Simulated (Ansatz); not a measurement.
**SiHF₃ (SMILES F[SiH](F)F): single points off equilibrium**

One table from this session's results is given with a row withheld; the runs are named, their logs left out.

Program: Ansatz 0.2.0, Gaussian basis. Level of theory: single points in def2-TZVPP. These are calculated values, not measurements.

Cores are frozen in the correlated methods. B3LYP uses VWN-RPA correlation.

## The starting structure

5 atoms, charge 0, spin multiplicity 1.

Atoms are counted from 1 here; the program's logs count them from 0.

Bond lengths: F1–Si2 1.598 Å, Si2–F3 1.551 Å, Si2–F4 1.546 Å, Si2–H5 1.573 Å. Angles: F1–Si2–F3 102.2°, F1–Si2–F4 111.2°, F1–Si2–H5 111.3°, F3–Si2–F4 106.8°, F3–Si2–H5 109.9°, F4–Si2–H5 114.5°.

Coordinates:

```csv
atom,x (Å),y (Å),z (Å)
F1,-0.46970,-0.02940,1.51120
Si2,0.04640,-0.05550,-0.00070
F3,-0.59120,1.23130,-0.58620
F4,-0.55780,-1.24810,-0.77710
H5,1.61500,0.04380,-0.07230
```

Set-up of the first run:

run/in.yaml

```yaml
crystal:
  periodic: [false, false, false]
  atoms:
    - {symbol: F, position_ang: [-0.469700, -0.029400, 1.511200]}
    - {symbol: Si, position_ang: [0.046400, -0.055500, -0.000700]}
    - {symbol: F, position_ang: [-0.591200, 1.231300, -0.586200]}
    - {symbol: F, position_ang: [-0.557800, -1.248100, -0.777100]}
    - {symbol: H, position_ang: [1.615000, 0.043800, -0.072300]}
basis:
  gaussian: {orbitals: def2-TZVPP}
correlation: {method: ccsd_t}
output: {forces: true}
```

No record of the launch command was kept for these runs.

Steps of the session up to this table: CCSD(T)/def2-TZVPP; PBE0-D4/def2-TZVPP; wB97M-V/def2-TZVPP; r2SCAN-D4/def2-TZVPP; PBE-D4/def2-TZVPP; B3LYP-D4/def2-TZVPP; SPW92/def2-TZVPP.

One of the session's tables, all rows but one given; the rest of the session is left out.

```
   method  RMS force component (eV/Å)  angle to CCSD(T) forces (°)  dipole (D)
  CCSD(T)                       0.953                    reference        1.49
  PBE0-D4                           ?                            ?           ?
  wB97M-V                       0.995                          4.7        1.45
r2SCAN-D4                       0.929                          1.9        1.41
   PBE-D4                       1.068                         18.8        1.37
 B3LYP-D4                       0.980                          6.1        1.49
    SPW92                       0.847                          4.2        1.45
```

Estimate the missing values for PBE0-D4.

**Answer.** RMS force component (eV/Å): 0.911; angle to CCSD(T) forces (°): 1.2; dipole (D): 1.50. In the column «RMS force component (eV/Å)» it lies between SPW92 (0.847) and r2SCAN-D4 (0.929).
